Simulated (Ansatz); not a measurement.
# CH₆BFGe: a ladder of functionals and wavefunction methods

An exercise on one series of results from a longer session: the logs are not shown, and one member is left open.

Computed with Ansatz 0.2.0, Gaussian basis. Level: functionals in def2-TZVPP, the program's frozen cores in correlated methods.

Levels to be run: PBE-D4, r2SCAN-D4, PBE0-D4, B3LYP-D4, ωB97X-V, ωB97M-V, B2PLYP; CCSD(T)/def2-TZVPP; MP2/def2-QZVPP; extrapolation to the limit.

## The relaxed structure

All runs share one geometry, relaxed beforehand with PBE0-D4 in a triple-zeta def2 set.

SMILES `B[CH2][GeH2][F]`, 10 atoms, charge 0, spin multiplicity 1.

Atoms are counted from 1 here; the program's logs count them from 0.

Bond lengths: B1–C2 1.533 Å, B1–H5 1.198 Å, B1–H6 1.198 Å, C2–Ge3 1.964 Å, C2–H7 1.093 Å, C2–H8 1.093 Å, Ge3–F4 1.744 Å, Ge3–H9 1.535 Å, Ge3–H10 1.535 Å. Angles: C2–B1–H5 120.6°, C2–B1–H6 120.7°, H5–B1–H6 118.6°, B1–C2–Ge3 108.5°, B1–C2–H7 115.2°, B1–C2–H8 115.2°, Ge3–C2–H7 102.8°, Ge3–C2–H8 102.9°, H7–C2–H8 110.8°, C2–Ge3–F4 104.3°, C2–Ge3–H9 113.5°, C2–Ge3–H10 113.4°, F4–Ge3–H9 105.8°, F4–Ge3–H10 105.8°, H9–Ge3–H10 113.0°.

The first run:

Input file in.yaml:

```yaml
crystal:
  periodic: [false, false, false]
  atoms:
    - {symbol: B, position_ang: [-1.371263, 0.743491, -0.372544]}
    - {symbol: C, position_ang: [-0.507967, -0.523816, -0.373915]}
    - {symbol: Ge, position_ang: [1.208595, -0.109228, 0.486086]}
    - {symbol: F, position_ang: [2.095427, -1.609929, 0.424037]}
    - {symbol: H, position_ang: [-1.293792, 1.535821, -1.267495]}
    - {symbol: H, position_ang: [-2.084861, 0.995628, 0.555828]}
    - {symbol: H, position_ang: [-0.203746, -0.877720, -1.362563]}
    - {symbol: H, position_ang: [-0.891030, -1.348653, 0.232730]}
    - {symbol: H, position_ang: [1.078456, 0.236620, 1.975546]}
    - {symbol: H, position_ang: [2.053181, 0.906683, -0.294709]}
basis:
  gaussian: {orbitals: def2-TZVPP}
hamiltonian: {xc: pbe, dispersion: d4}
output: {forces: true, orbitals: {seedname: orbitals}}
```

On the command line:

```
ansatz run in.yaml --threads 4 --pin off --events-out ev --progress --plain --max-ram 10444MiB
```

Among the steps run: PBE-D4 (GGA); r2SCAN-D4 (meta-GGA); PBE0-D4 (hybrid); B3LYP-D4 (hybrid); ωB97X-V (range-separated); ωB97M-V (range-separated); B2PLYP (double hybrid); CCSD(T) in def2-TZVPP; MP2 in def2-QZVPP.

One table of the session follows, with a row left open; its other results are not shown here.

It belongs to the step «Atomisation energies». 

```
            method  atomisation energy (eV)
            PBE-D4                   35.532
         r2SCAN-D4                   35.463
           PBE0-D4                   35.170
          B3LYP-D4                   35.244
           ωB97X-V                   35.452
           ωB97M-V                   35.290
            B2PLYP                   34.989
     HF/def2-TZVPP                   26.929
    MP2/def2-TZVPP                   35.020
   CCSD/def2-TZVPP                   34.267
CCSD(T)/def2-TZVPP                        ?
           MP2/CBS                   35.687
       CCSD(T)/CBS                   35.325
```

**Question.** Estimate the row for CCSD(T)/def2-TZVPP.

**Answer.** atomisation energy (eV): 34.658. In the column «atomisation energy (eV)» it lies between CCSD/def2-TZVPP (34.267) and B2PLYP (34.989).

Caveats from the session: Free atoms (1 B, 1 C, 1 Ge, 1 F, 6 H) were run apart at each level; the atomisation energy is their sum less the molecule, without zero-point or spin-orbit terms.
